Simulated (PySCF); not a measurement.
# InSe: changing the method

Starting from one script, swap the method and compare what comes out for InSe.

Computed with PySCF 2.14.0. Level: method and basis as typed in the scripts.

5 further runs of the same task are left out: 2 for a known fault of the program, 3 that didn't finish.

## Step 1: The starting structure

InSe: 2 atoms, charge 0, spin multiplicity 2.

Bond lengths: In1–Se2 2.630 Å.

## Step 2: Base script

Contents of input.py:

```python
from pyscf import gto, scf, mp

mol = gto.M(
    atom='In 0 0 0; Se 0 0 2.63',
    basis='sbkjc',
    ecp={'In': 'sbkjc', 'Se': 'sbkjc'},
    charge=0,
    spin=1,
    verbose=3,
)
mf = scf.UHF(mol)
mf.kernel()
mp.MP2(mf).kernel()
mf.dip_moment()
print('orbital energies (hartree):', [e[max(0, n-3):n+3].round(4) for e, n in zip(mf.mo_energy, mol.nelec)])
```

Launch:

```bash
$ OMP_NUM_THREADS=1 python input.py
```

## Step 3: MP2

Run 1 changes frozen orbitals: none → 4.

Changes to input.py since step 2:

```diff
@@ -12,3 +12,3 @@
 mf.kernel()
-mp.MP2(mf).kernel()
+mp.MP2(mf, frozen=4).kernel()
 mf.dip_moment()
```

## Step 4: O3lyp (UKS)

Run 2 changes functional: none (Hartree–Fock) → o3lyp; SCF type: UHF → UKS; step after the SCF: mp2 → analyze.

Changes to input.py since step 2:

```diff
@@ -1,2 +1,2 @@
-from pyscf import gto, scf, mp
+from pyscf import gto, dft
 
@@ -10,5 +10,5 @@
 )
-mf = scf.UHF(mol)
+mf = dft.UKS(mol, xc='o3lyp')
 mf.kernel()
-mp.MP2(mf).kernel()
+mf.mulliken_pop()
 mf.dip_moment()
```

## Step 5: Gradient

Run 3 changes step after the SCF: mp2 → gradient.

Changes to input.py since step 2:

```diff
@@ -1,2 +1,2 @@
-from pyscf import gto, scf, mp
+from pyscf import gto, scf
 
@@ -12,3 +12,3 @@
 mf.kernel()
-mp.MP2(mf).kernel()
+mf.nuc_grad_method().kernel()
 mf.dip_moment()
```

## Step 6: SCF alone

Run 4 changes step after the SCF: mp2 → none.

Changes to input.py since step 2:

```diff
@@ -1,2 +1,2 @@
-from pyscf import gto, scf, mp
+from pyscf import gto, scf
 
@@ -12,3 +12,2 @@
 mf.kernel()
-mp.MP2(mf).kernel()
 mf.dip_moment()
```

Q: Predict the outcome of this session. Wanted: for each run, E(SCF); from base; SCF dipole; after the SCF.

The runs gave:

| run | E(SCF) (hartree) | from base (eV) | SCF dipole (D) | after the SCF |
| --- | --- | --- | --- | --- |
| base | -197.422920 | 0 | 5.99 | MP2 correlation -6.041 eV |
| MP2 | -197.422920 | 0.0000 | 5.99 | MP2 correlation -3.953 eV, core frozen |
| o3lyp (UKS) | -198.742068 | not comparable | 3.26 | n/a |
| gradient | -197.422920 | 0.0000 | 5.99 | n/a |
| SCF alone | -197.422920 | 0.0000 | 5.99 | n/a |

**Reading.** A lower total energy from another functional means nothing by itself.
